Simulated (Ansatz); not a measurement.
# CuHO: one species, many methods

How much do the methods differ for CuHO? The plan is to run it at one geometry with functionals of several rungs and with coupled cluster, and see how far each lands from CCSD(T) at the basis-set limit for the atomisation energy.

Computed with Ansatz 0.2.0, Gaussian basis. Level: functionals in def2-TZVPP, the program's frozen cores in correlated methods.

Plan: LDA (SPW92), PBE-D4, revPBE-D4, BLYP-D4, r2SCAN-D4, B97M-V, PBE0-D4, B3LYP-D4, r2SCANh-D4, r2SCAN0-D4, HSE06-D4, BHLYP-D4, CAM-B3LYP-D4, LC-ωPBE, ωB97X-V, ωB97M-V, B2PLYP, PBE-QIDH; CCSD(T)/def2-SVP; CCSD(T)/def2-TZVPP; CCSD(T)/def2-QZVPP; extrapolation to the limit; RPA on PBE.

## 1. The geometry

The geometry comes from an earlier relaxation with PBE0-D4 in a triple-zeta def2 set; it is a stationary point.

SMILES `[OH][Cu]`, 3 atoms, charge 0, spin multiplicity 1.

Atoms are counted from 1 here; the program's logs count them from 0.

Bond lengths: O1–Cu2 1.785 Å, O1–H3 0.962 Å. Angles: Cu2–O1–H3 108.9°.

## 2. LDA

This LDA is Slater exchange with PW92 correlation.

The input, in.yaml:

```yaml
crystal:
  periodic: [false, false, false]
  atoms:
    - {symbol: O, position_ang: [-0.333325, -0.433738, -0.237595]}
    - {symbol: Cu, position_ang: [1.159754, 0.002927, 0.637752]}
    - {symbol: H, position_ang: [-0.837329, 0.366011, -0.413356]}
basis:
  gaussian: {orbitals: def2-TZVPP}
hamiltonian: {xc: lda}
output: {orbitals: {seedname: orbitals}}
```

The run is started by

```console
$ ansatz run in.yaml --threads 4 --pin off --events-out ev --progress --plain --max-ram 10444MiB
```

Further steps of the session: PBE-D4 (GGA); revPBE-D4 (GGA); BLYP-D4 (GGA); r2SCAN-D4 (meta-GGA); B97M-V (meta-GGA); PBE0-D4 (hybrid); B3LYP-D4 (hybrid); r2SCANh-D4 (hybrid); r2SCAN0-D4 (hybrid); HSE06-D4 (hybrid); BHLYP-D4 (hybrid); CAM-B3LYP-D4 (range-separated); LC-ωPBE (range-separated); ωB97X-V (range-separated); ωB97M-V (range-separated); B2PLYP (double hybrid); PBE-QIDH (double hybrid); CCSD(T) in def2-SVP; CCSD(T) in def2-TZVPP; CCSD(T) in def2-QZVPP; RPA on PBE orbitals.

Q: Predict the results of all the runs planned. Wanted: atomisation energy, CCSD(T)/CBS; farthest beyond LDA; mean size of error, GGA; mean size of error, meta-GGA; mean size of error, hybrid; mean size of error, range-separated; mean size of error, double hybrid; gap, smallest and largest; T1 diagnostic.

The runs gave:

```
                               quantity                                 value
        atomisation energy, CCSD(T)/CBS                          766.3 kJ/mol
  functionals within 3.8 kJ/mol (0.5 %)                               BLYP-D4
                    farthest beyond LDA               BHLYP-D4 (-95.6 kJ/mol)
                mean size of error, GGA                           11.3 kJ/mol
           mean size of error, meta-GGA                           15.1 kJ/mol
             mean size of error, hybrid                           50.0 kJ/mol
    mean size of error, range-separated                           17.1 kJ/mol
      mean size of error, double hybrid                           34.0 kJ/mol
              gap, smallest and largest  1.58 eV (BLYP-D4), 9.01 eV (LC-ωPBE)
                          T1 diagnostic                                0.0390
triples share of the correlation energy                                 3.9 %
```

In words: LDA overbinds by 145.2 kJ/mol (19 %). PBE-D4 is off by +12.3 kJ/mol. Double hybrids carry the basis error of their MP2 part in triple zeta, and no dispersion term here, so their miss is partly the set-up's. By mean error the best rung here is GGA (11.3 kJ/mol) and the worst beyond LDA is hybrid (50.0 kJ/mol). The gap between the best rungs is small, so their order is not settled. The mean of the hybrids holds BHLYP, with half exact exchange. Misses under about 3.8 kJ/mol are within the doubt on the reference itself, which lacks core-valence correlation, relativity and higher excitations. Hartree-Fock recovers 52 % of the binding; the rest is correlation. CCSD(T) in def2-SVP is off by -97.2 kJ/mol, so the small basis spoils what the method gains. Orbital gaps span 1.6 to 9.0 eV; exact exchange widens them. With T1 = 0.039 (customary mark 0.02) a single determinant is a poor start; take CCSD(T) with care. For Cu the d shell is correlated and the shells below it are frozen.
